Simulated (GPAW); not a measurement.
Crystal: WS2.

```
CELL_PARAMETERS angstrom
3.15320 0.00000 0.00000
-1.57660 2.73075 0.00000
0.00000 0.00000 12.32300
ATOMIC_POSITIONS crystal
W 0.33333 0.66667 0.25000
W 0.66667 0.33333 0.75000
S 0.33333 0.66667 0.62250
S 0.66667 0.33333 0.12250
S 0.33333 0.66667 0.87750
S 0.66667 0.33333 0.37750
```

Program: GPAW 26.7.0. Alike in all runs: cell as given; k mesh 6 × 6 × 2; cutoff (eV) 600; smearing fermi-dirac 0.05 eV. Hardware: 1 thread of AMD EPYC 7R43 64-Core Processor (Zen 3) (shared host).

Question: Order these runs on this cell by their wall time, lowest first.
A. task single point; level GLLB-SC; potentials or basis the program's PAW data sets (release 1.2.1) made for this functional, pw; spin off
B. task single point; level TB-mBJ; potentials or basis GPAW PAW data sets for LDA (gpaw-data 1.2.1), pw; spin off
C. task band structure; level LDA; potentials or basis the program's PAW data sets (release 1.2.1) made for this functional, pw; spin SOC, no magnetisation; band path GMKGALHA,LM,KH; band points 60; spin axis theta (degrees) 0; spin axis phi (degrees) 0; soc after scf second variation

Answer: A (79 s), C (210 s), B (450 s).

Caveats: a model potential gives levels but no total energy (some runs); spin-orbit coupling was added after a scalar SCF, so levels and gaps hold it while energy, forces, pressure and moments don't (some runs).
